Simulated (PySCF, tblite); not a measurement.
# C5H11AlOSi: geometry, infrared bands and NMR shifts

What infrared bands and NMR shifts should C5H11AlOSi (`[AlH2]/[CH]=C(\O[SiH3])C1CC1`) show?

Programs: tblite 0.8.0 and PySCF 2.14.0, with density-fitted response routines of our own. Each step states its level of theory. These are calculated values for one molecule in the gas phase, unless marked as measured. Atoms count from 0, in the outputs and in this text.

### Step 1. The starting structure

19 atoms, charge 0, multiplicity 1; geometry from: force field or distance geometry start.

Bonds of the start (Å): Al0–C1 1.94, C1–C2 1.32, C2–O3 1.41, O3–Si4 1.74, C2–C5 1.45, C5–C6 1.49, C6–C7 1.52, C7–C5 1.54, Al0–H8 1.61, Al0–H9 1.60, C1–H10 1.08, Si4–H11 1.47, Si4–H12 1.46, Si4–H13 1.48, C5–H14 1.11, C6–H15 1.11, C6–H16 1.10, C7–H17 1.08, C7–H18 1.12.

### Step 2. Geometry optimisation with GFN2-xTB

Job settings and geometry (Å):

```
{"job": {"kind": "relax", "xc": "GFN2-xTB", "basis": "xTB"}, "charge": 0, "multiplicity": 1}
Al    -2.191500    -0.736200    -1.798100
C     -0.441000    -0.992300    -1.003600
C      0.059800    -0.163800    -0.109500
O     -0.755100     0.942200     0.218800
Si    -2.032200     0.820900     1.392900
C      1.350000    -0.263800     0.545200
C      2.640000    -0.433700    -0.186200
C      2.242300     0.960100     0.258300
H     -3.165500    -1.978100    -2.103500
H     -2.643500     0.689800    -2.355100
H      0.137000    -1.859000    -1.294800
H     -1.504200     0.052400     2.530100
H     -2.542000     2.099900     1.873200
H     -3.147000     0.095200     0.749100
H      1.326100    -0.603100     1.599400
H      3.427000    -0.987100     0.376300
H      2.680000    -0.649100    -1.268400
H      2.639800     1.406300     1.162600
H      1.910200     1.608600    -0.594200
```

On the command line:

```console
$ OMP_NUM_THREADS=1 python probes_run.py task.json out
```

This one command runs all jobs of the session in turn.

**Question.** This job is followed by: GFN2-xTB harmonic vibrations, gas phase; GIAO PBE0/pcSseg-1 NMR shielding, non-relativistic, gas phase. Predict these results of the whole session: strongest single infrared mode (GFN2-xTB); zero-point energy (GFN2-xTB); 13C shifts against TMS (PBE0/pcSseg-1); 1H shifts against TMS (PBE0/pcSseg-1); 27Al shifts against AlH4- (PBE0/pcSseg-1); 17O shifts against H2O (PBE0/pcSseg-1); 29Si shifts against TMS (PBE0/pcSseg-1).

The runs gave:

| quantity | value |
| --- | --- |
| strongest single infrared mode (GFN2-xTB) | 805 cm⁻¹, 440 km/mol |
| zero-point energy (GFN2-xTB) | 83.8 kcal/mol |
| 13C shifts against TMS (PBE0/pcSseg-1) | 173.4, 129.9, 16.5, 13.8, 6.1 ppm |
| 1H shifts against TMS (PBE0/pcSseg-1) | 6.33, 5.35, 5.17, 4.88, 4.69, 4.64, 1.49, 0.93, 0.93, 0.75, 0.59 ppm |
| 27Al shifts against AlH4- (PBE0/pcSseg-1) | 91.0 ppm |
| 17O shifts against H2O (PBE0/pcSseg-1) | 79.8 ppm |
| 29Si shifts against TMS (PBE0/pcSseg-1) | -36.4 ppm |

In words: The optimisation took 132 steps and gained 1.375 eV; among the close pairs (by a distance rule), Al0–O3 changed most, from 2.991 to 1.967 Å. No mode is imaginary among the 51: a minimum at this level. Unscaled tight-binding wavenumbers are off by several per cent, some by more. Its intensities can rank the bands wrongly. The structure rearranged or came apart on optimisation; the results belong to the end geometry, not to the formula as drawn. Shifts at one fixed geometry are not the observed spectrum, which averages over the motion. At PBE0/pcSseg-1: The largest span, 241 ppm, is at C1, where the paramagnetic term is -199 ppm.
